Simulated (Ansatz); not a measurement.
# CH6BClSSi: the cost of one run

Method: RKS PBE0/def2-SVP, in Ansatz 0.2.0.

### Step 1. The structure to begin with

Bond lengths: C1–S2 1.772 Å, S2–Si3 2.122 Å, Si3–B4 1.934 Å, B4–Cl5 1.891 Å, C1–H6 1.172 Å, C1–H7 1.117 Å, C1–H8 1.144 Å, Si3–H9 1.486 Å, Si3–H10 1.484 Å, B4–H11 1.154 Å. Angles (14 of 16 angles, heavy atoms first): C1–S2–Si3 92.9°, S2–Si3–B4 113.2°, Si3–B4–Cl5 116.8°, S2–C1–H6 109.8°, S2–C1–H7 113.3°, S2–C1–H8 113.9°, S2–Si3–H9 112.2°, S2–Si3–H10 110.9°, B4–Si3–H9 105.4°, B4–Si3–H10 106.3°, Si3–B4–H11 124.8°, Cl5–B4–H11 117.7°, H6–C1–H7 105.3°, H6–C1–H8 105.3°.

As a file:

```xyz
11

C    -1.1086    0.9219   -1.0882
S    -0.8583   -0.8215   -1.2802
Si    0.9453   -0.7959   -0.1617
B     0.6698   -0.4499    1.7207
Cl   -0.5198   -1.6009    2.6348
H    -2.0883    1.2457   -1.6437
H    -1.2568    1.2328   -0.0254
H    -0.2775    1.5627   -1.5425
H     1.8771    0.2646   -0.6245
H     1.6392   -2.1045   -0.2483
H     1.0434    0.4881    2.2796
```

### Step 2. Relaxing end A

The input, input.yaml:

```yaml
crystal:
  periodic: [false, false, false]
  atoms:
    - { symbol: C, position_ang: [-1.1086, 0.9219, -1.0882] }
    - { symbol: S, position_ang: [-0.8583, -0.8215, -1.2802] }
    - { symbol: Si, position_ang: [0.9453, -0.7959, -0.1617] }
    - { symbol: B, position_ang: [0.6698, -0.4499, 1.7207] }
    - { symbol: Cl, position_ang: [-0.5198, -1.6009, 2.6348] }
    - { symbol: H, position_ang: [-2.0883, 1.2457, -1.6437] }
    - { symbol: H, position_ang: [-1.2568, 1.2328, -0.0254] }
    - { symbol: H, position_ang: [-0.2775, 1.5627, -1.5425] }
    - { symbol: H, position_ang: [1.8771, 0.2646, -0.6245] }
    - { symbol: H, position_ang: [1.6392, -2.1045, -0.2483] }
    - { symbol: H, position_ang: [1.0434, 0.4881, 2.2796] }
basis:
  gaussian: { orbitals: def2-SVP }
hamiltonian:
  xc: pbe0
relax:
  f_tol: 0.015
  max_steps: 40
```

Started as:

```console
$ ansatz run input.yaml --threads 2 --pin off --max-ram 3072MiB --backend cpu --events-out ev --progress --plain --runs-dir out
```

**Question.** How long does this run take on 2 threads of Arm Neoverse V1, shared host, and how much memory does it need?

About 35 s, with a peak of 0.26 GiB.
